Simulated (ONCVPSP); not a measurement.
# An ONCV potential for nickel, from input to tests

Aim: build the potential from the settings below, then test how well it stands in for the atom: other configurations, scattering, ghost states and the plane-wave cutoff that it needs.

The numbers are computed with ONCVPSP 4.0.1.1 (patched build) (PBEsol, scalar-relativistic, spin-unpolarised reference atom).

## Step 1: The design

The settings as typed:

- element: nickel (Ni, Z = 28)
- type: optimised norm-conserving Vanderbilt (ONCV)
- frozen core: [Ar]
- valence charge: 10
- reference configuration: 3d8 4s1 (charge +1)
- partial waves: 4s: rc 2.15 bohr, ncon 4, nbas 8, qcut 2.5 1/bohr, 1 projector; p scattering state at 0.1 Ha: rc 1.70 bohr, ncon 3, nbas 6, qcut 3.9 1/bohr, 2 projectors, debl 1.3 Ha; 3d: rc 1.25 bohr, ncon 4, nbas 9, qcut 11.5 1/bohr, 2 projectors, debl 3.9 Ha
- local potential: polynomial inside 1.15 bohr (lpopt 5, dvloc0 1 Ha)
- core correction: polynomial model core, fcfact 0.4

The nodes and maxima of the atom's own shells, from an earlier all-electron run, set the scale for the radii.

All-electron outer shells of the reference configuration (PBEsol, scalar-relativistic, ld1.x):

```
shell  level (eV)  outermost node (bohr)  outermost maximum (bohr)
   3p      -80.38                   0.27                      0.65
   3d      -17.95                      –                      0.63
   4s      -13.18                   0.92                      2.13
   4p       -7.53                   1.00                      2.67
```

## Step 2: Generation

Ni.dat

```
# ATOM AND REFERENCE CONFIGURATION
# atsym  z   nc   nv     iexc    psfile
  Ni 28.00    5    2  -116133      upf
#
#   n    l    f
    1    0    2.00
    2    0    2.00
    2    1    6.00
    3    0    2.00
    3    1    6.00
    3    2    8.00
    4    0    1.00
#
# PSEUDOPOTENTIAL AND OPTIMIZATION
# lmax
    2
#
#   l,   rc,      ep,       ncon, nbas, qcut
    0    2.15    0.00    4    8    2.50
    1    1.70    0.10    3    6    3.90
    2    1.25    0.00    4    9   11.50
#
# LOCAL POTENTIAL
# lloc, lpopt,  rc(5),   dvloc0
    4    5    1.15    1.00
#
# VANDERBILT-KLEINMAN-BYLANDER PROJECTORs
# l, nproj, debl
    0    1    1.80
    1    2    1.30
    2    2    3.90
#
# MODEL CORE CHARGE
# icmod, fcfact, rcfact
    1    0.40    0.00
#
# LOG DERIVATIVE ANALYSIS
# epsh1, epsh2, depsh
   -2.00    5.00    0.02
#
# OUTPUT GRID
# rlmax, drl
    6.00    0.01
#
# TEST CONFIGURATIONS
# ncnf
    4
# nvcnf
#   n    l    f
    2
    3    2    8.00
    4    0    2.00
#
    2
    3    2    8.00
    4    0    0.00
#
    2
    3    2    7.00
    4    0    0.00
#
    2
    3    2    9.00
    4    0    1.00
#
```

Started as:

```sh
$ oncvpsp.x < Ni.dat > Ni.out
```

Q: Predict the outcome of this session. Wanted: cutoffs for 1 and 0.1 mHa per electron, occupied waves; bound ghosts; GHOST(+) flags; largest test error; largest phase difference near zero energy, channels read; rms error of d²Exc/dn², without and with the model core.

As calculated:

| quantity | value |
| --- | --- |
| cutoffs for 1 and 0.1 mHa per electron, occupied waves | 57 Ha and 64 Ha |
| bound ghosts | s at -46.48 eV |
| GHOST(+) flags | p at 80 eV, p at 810 eV (1 near or above the test basis's cutoff) |
| largest test error (AE − PS) | -182 meV, for 3d7 4s0 |
| largest phase difference near zero energy, channels read | 0.005 rad |
| rms error of d²Exc/dn², without and with the model core | 9.90 and 3.79 mHa |

**Reading.** A bound ghost (s) makes it unfit for use: electrons can fall into a state that the atom doesn't have. By total energies transferability is poor: the largest error is 182 meV on 54.7 eV, for 3d7 4s0. That test lies far up in energy; among those under 40 eV, nearer to bonding, the largest error is 57 meV. It counts as hard, with 57 Ha needed at the looser tolerance. At the looser tolerance the 3d wave is the slowest; 4s needs 17 Ha. Near zero energy the phases of the channels with partial waves agree within 0.005 rad. The pseudo curves have a pole with no partner nearby in the atom's: s at -1.70 Ha. The program also flags highly localised states, GHOST(+) (p).
